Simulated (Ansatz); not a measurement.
# BH4O2Si radical: one species, many methods

Aim: compute BH4O2Si radical with functionals from several rungs and with coupled cluster, and see how far each lands from CCSD(T) at the basis-set limit for the atomisation energy.

Method: functionals in def2-TZVPP, the program's frozen cores in correlated methods; program: Ansatz 0.2.0, Gaussian basis.

Levels to be run: PBE-D4, r2SCAN-D4, PBE0-D4, B3LYP-D4, ωB97X-V, ωB97M-V, B2PLYP; CCSD(T)/def2-TZVPP; CCSD(T)/def2-QZVPP; extrapolation to the limit.

## Step 1: The geometry

An earlier PBE0-D4 in a triple-zeta def2 set relaxation fixed the geometry.

8 atoms, charge 0, spin multiplicity 2.

Atoms are counted from 1 here; the program's logs count them from 0.

Bond lengths: O1–B2 1.346 Å, O1–H5 0.968 Å, B2–O3 1.345 Å, O3–Si4 1.653 Å, Si4–H6 1.480 Å, Si4–H7 1.491 Å, Si4–H8 1.480 Å. Angles: B2–O1–H5 115.1°, O1–B2–O3 127.7°, B2–O3–Si4 139.4°, O3–Si4–H6 108.6°, O3–Si4–H7 110.1°, O3–Si4–H8 108.6°, H6–Si4–H7 109.4°, H6–Si4–H8 110.7°, H7–Si4–H8 109.4°.

Geometry (Å):

```xyz
8
charge 0, multiplicity 2
O    -0.7660    1.2367    1.7532
B    -1.4693    0.6763    0.7516
O    -0.9978   -0.0517   -0.2767
Si    0.4430   -0.6145   -0.8588
H     0.1896    1.0903    1.7158
H     0.6513   -0.0621   -2.2165
H     1.5589   -0.1816    0.0295
H     0.3905   -2.0934   -0.8981
```

## Step 2: PBE-D4 (GGA)

in.yaml reads:

```yaml
crystal:
  periodic: [false, false, false]
  atoms:
    - {symbol: O, position_ang: [-0.766046, 1.236727, 1.753154]}
    - {symbol: B, position_ang: [-1.469332, 0.676254, 0.751612]}
    - {symbol: O, position_ang: [-0.997813, -0.051672, -0.276679]}
    - {symbol: Si, position_ang: [0.442958, -0.614455, -0.858838]}
    - {symbol: H, position_ang: [0.189618, 1.090270, 1.715822]}
    - {symbol: H, position_ang: [0.651273, -0.062128, -2.216460]}
    - {symbol: H, position_ang: [1.558857, -0.181580, 0.029497]}
    - {symbol: H, position_ang: [0.390496, -2.093406, -0.898107]}
basis:
  gaussian: {orbitals: def2-TZVPP}
magnetization: {spin_polarized: true, initial_magnetization: 1}
hamiltonian: {xc: pbe, dispersion: d4}
output: {forces: true, orbitals: {seedname: orbitals}}
```

Launch:

```console
ansatz run in.yaml --threads 2 --pin off --events-out ev --progress --plain --max-ram 22528MiB --backend cpu
```

Further steps of the session: r2SCAN-D4 (meta-GGA); PBE0-D4 (hybrid); B3LYP-D4 (hybrid); ωB97X-V (range-separated); ωB97M-V (range-separated); B2PLYP (double hybrid); CCSD(T) in def2-TZVPP; CCSD(T) in def2-QZVPP.

Q: Predict the results of all the runs planned. Wanted: atomisation energy, CCSD(T)/CBS; farthest; mean size of error, hybrid; mean size of error, range-separated; gap, smallest and largest; T1 diagnostic; triples share of the correlation energy.

As calculated:

| quantity | value |
| --- | --- |
| atomisation energy, CCSD(T)/CBS | 2940.4 kJ/mol |
| functionals within 14.7 kJ/mol (0.5 %) | B3LYP-D4, ωB97X-V, ωB97M-V |
| farthest | PBE-D4 (+38.6 kJ/mol) |
| mean size of error, hybrid | 11.6 kJ/mol |
| mean size of error, range-separated | 3.0 kJ/mol |
| gap, smallest and largest | 2.27 eV (PBE-D4), 8.50 eV (ωB97X-V) |
| T1 diagnostic | 0.0147 |
| triples share of the correlation energy | 3.4 % |

In words: PBE-D4 misses by +38.6 kJ/mol. Double hybrids carry the basis error of their MP2 part in triple zeta, and no dispersion term here, so their miss is partly the set-up's. Misses under about 14.7 kJ/mol are within the doubt on the reference itself, which lacks core-valence correlation, relativity and higher excitations. Hartree-Fock recovers 74 % of the binding; the rest is correlation. The gap grows from 2.3 to 8.5 eV across the functionals, mostly with the share of exact exchange.
